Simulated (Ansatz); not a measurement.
**Si: a surface, (211), 2 layers**

What do the surfaces of Si (211), 2 layers cost, and how tightly do they hold an electron? Methods of the runs shown: PAW. Its runs: bulk cell relaxed (PAW); bulk in the slab's orientation (PAW); the reference run (PAW); atoms relaxed (PAW); vacuum of 13 Å (PAW).

Program: Ansatz 0.2.0. Level of theory: DFT, PBE, PAW with Ansatz's default frozen-core files, scalar-relativistic. These are calculated values, not measurements.

### Step 1. The starting structure

It takes space group Fd-3m (No. 227, cubic). The conventional cell has a = 5.471 Å, b = 5.471 Å, c = 5.471 Å, α = 90.00°, β = 90.00°, γ = 90.00°. Si (site symmetry -43m) has 4 Si at 2.37 Å in its first shell of neighbours.

As a file:

```xyz
2
Lattice="0.0000 2.7355 2.7355 2.7355 0.0000 2.7355 2.7355 2.7355 0.0000" Properties=species:S:1:pos:R:3 pbc="T T T"
Si   -0.6839   -0.6839   -0.6839
Si    0.6839    0.6839    0.6839
```

Atoms are numbered in the order of the input: Si1, Si2.

### Step 2. Bulk cell relaxed, PAW

Input file input.yaml:

```yaml
crystal:
  lattice:
    - [0.0, 2.7354715901, 2.7354715901]
    - [2.7354715901, 0.0, 2.7354715901]
    - [2.7354715901, 2.7354715901, 0.0]
  atoms:
    - { symbol: Si, position: [-0.125, -0.125, -0.125] }
    - { symbol: Si, position: [0.125, 0.125, 0.125] }
kpoints:
  mp_grid: { grid: [10, 10, 10] }
scf:
  occupations: { method: fermi_dirac, width: 0.02 }
hamiltonian:
  xc: pbe
  pseudopotentials: { kind: paw }
output:
  forces: true
  stress: true
relax:
  f_tol: 0.005
  max_steps: 40
  cell: {}
```

Run with:

```
$ ansatz run input.yaml --threads 1 --pin off --max-ram 3584MiB --backend cpu --events-out ev --progress --plain --runs-dir out
```

After this run come: Bulk in the slab's orientation, PAW; Slab as cut, PAW; Atoms relaxed, PAW; Vacuum of 13 Å, PAW.

Before running it: what results should come out? Wanted: surface energy; work function.

As calculated:

| quantity | value |
| --- | --- |
| surface energy (PAW, relaxed) | 1.42 J/m² |
| work function (PAW, relaxed) | 4.95 eV |

**Reading.** By PAW the surface costs 1.48 J/m² as cut and 1.42 J/m² relaxed. Vacuum of 13 Å moves the work function by less than 0.01 eV (PAW). Thickness wasn't converged, and no reconstruction was sought.
